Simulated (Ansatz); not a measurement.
# CH4ClFGeO: the cost of one run

Program: Ansatz 0.2.0, driven from Python. Level of theory: r2SCAN/def2-SVP. These are calculated values, not measurements.

## 1. The system

Bond lengths: C1–O2 1.419 Å, O2–Ge3 1.730 Å, Ge3–F4 1.734 Å, Ge3–Cl5 2.087 Å, C1–H6 1.091 Å, C1–H7 1.092 Å, C1–H8 1.090 Å, Ge3–H9 1.501 Å. Angles: C1–O2–Ge3 130.7°, O2–C1–H6 110.3°, O2–C1–H7 112.0°, O2–C1–H8 106.9°, H6–C1–H7 109.2°, H6–C1–H8 109.3°, H7–C1–H8 109.1°, O2–Ge3–F4 100.4°, O2–Ge3–Cl5 111.5°, O2–Ge3–H9 113.9°, F4–Ge3–Cl5 108.9°, F4–Ge3–H9 102.7°, Cl5–Ge3–H9 117.5°.

Input file ch4clfgeo.xyz:

```xyz
9

C     0.21540    1.12987    0.93700
O    -0.07033   -0.23542    0.67747
Ge   -0.08743   -1.12193   -0.80799
F    -1.27512   -2.33078   -0.43907
Cl   -0.78235    0.05040   -2.38915
H     1.28335    1.26502    1.11685
H    -0.09479    1.77645    0.11296
H    -0.33918    1.40395    1.83478
H     1.15045   -1.93756   -1.04285
```

## 2. Script

run_freq.py reads:

```python
import ansatz as az
import numpy as np


def main() -> None:
    molecule = az.Crystal.molecule_from_extxyz("ch4clfgeo.xyz")

    base = molecule.calculation().basis(gaussian="def2-SVP").functional("r2SCAN").scf(lower_state_search="light")
    symbols = [site.symbol for site in molecule.cartesian_sites]
    start = np.array([site.position_ang for site in molecule.cartesian_sites], dtype=float)
    def progress(event):
        if event["event"] == "relax_step":
            row = event["data"]
            print(f"step {row['step']:3d}  E = {row['lagrangian_ev']:.6f} eV  max force {row['allowed_force_max_ev_ang']:.4f} eV/A")


    summary = base.relax(force_tolerance=0.003).session().plan().execute(on_event=progress).report
    end = np.array(summary["positions_ang"])

    print("final positions (A) and the move of each atom")
    for symbol, xyz, old in zip(symbols, end, start):
        print(f"{symbol:2s} {xyz[0]:10.5f} {xyz[1]:10.5f} {xyz[2]:10.5f}   {np.linalg.norm(xyz - old):7.4f}")

    minimum = az.Crystal.molecule()
    for symbol, xyz in zip(symbols, end):
        minimum = minimum.atom(symbol, xyz.tolist())
    vibrating = (
        minimum.calculation()
        .basis(gaussian="def2-SVP")
        .functional("r2SCAN")
        .scf(lower_state_search="light")
        .phonons(temperatures=(200, 600, 100))
    )
    vib = vibrating.run(threads=1).report["vibrations"]
    sums = vib["harmonic_sums"]
    modes = [m["omega_inv_cm"] for m in sums["modes_at_gamma"] if m["rigid_motion"] == "no"]
    print("frequencies (1/cm):", " ".join(f"{w:.0f}" for w in modes))
    print("imaginary modes:", sum(w < 0 for w in modes), " zero-point energy:", round(sums["zero_point_energy_ev"], 4), "eV")
    print("T (K)   F_vib (eV)   S_vib (meV/K)   C_vib (meV/K)")
    for row in zip(sums["temperatures_k"], sums["vibrational_free_energy_ev"], vib["entropy_ev_per_k"], vib["heat_capacity_ev_per_k"]):
        print(f"{row[0]:6.1f} {row[1]:11.4f} {1000 * row[2]:13.4f} {1000 * row[3]:15.4f}")

    heavier = vibrating.phonons(masses={"H": 2.014102}).run(threads=1).report["vibrations"]["harmonic_sums"]
    print("deuterated (1/cm):", " ".join(f"{m['omega_inv_cm']:.0f}" for m in heavier["modes_at_gamma"] if m["rigid_motion"] == "no"))
    print("zero-point energy falls by", round(sums["zero_point_energy_ev"] - heavier["zero_point_energy_ev"], 4), "eV")


if __name__ == "__main__":
    main()
```

## 3. The input behind the calls

The package turns the script's settings into the engine's input (first run):

```yaml
crystal:
  periodic: [false, false, false]
  atoms:
    - { symbol: C, position_ang: [0.2154, 1.12987, 0.937] }
    - { symbol: O, position_ang: [-0.07033, -0.23542, 0.67747] }
    - { symbol: Ge, position_ang: [-0.08743, -1.12193, -0.80799] }
    - { symbol: F, position_ang: [-1.27512, -2.33078, -0.43907] }
    - { symbol: Cl, position_ang: [-0.78235, 0.0504, -2.38915] }
    - { symbol: H, position_ang: [1.28335, 1.26502, 1.11685] }
    - { symbol: H, position_ang: [-0.09479, 1.77645, 0.11296] }
    - { symbol: H, position_ang: [-0.33918, 1.40395, 1.83478] }
    - { symbol: H, position_ang: [1.15045, -1.93756, -1.04285] }
basis:
  gaussian:
    orbitals: def2-SVP
hamiltonian:
  xc: r2scan
scf:
  lower_state_search: light
relax:
  f_tol: 0.003
```

## 4. The run

The run is started by

```sh
$ python run_freq.py
```

What time and memory should one allow on 1 thread of Arm Neoverse V1, shared host?

About 12 min, with a peak of 0.28 GiB.
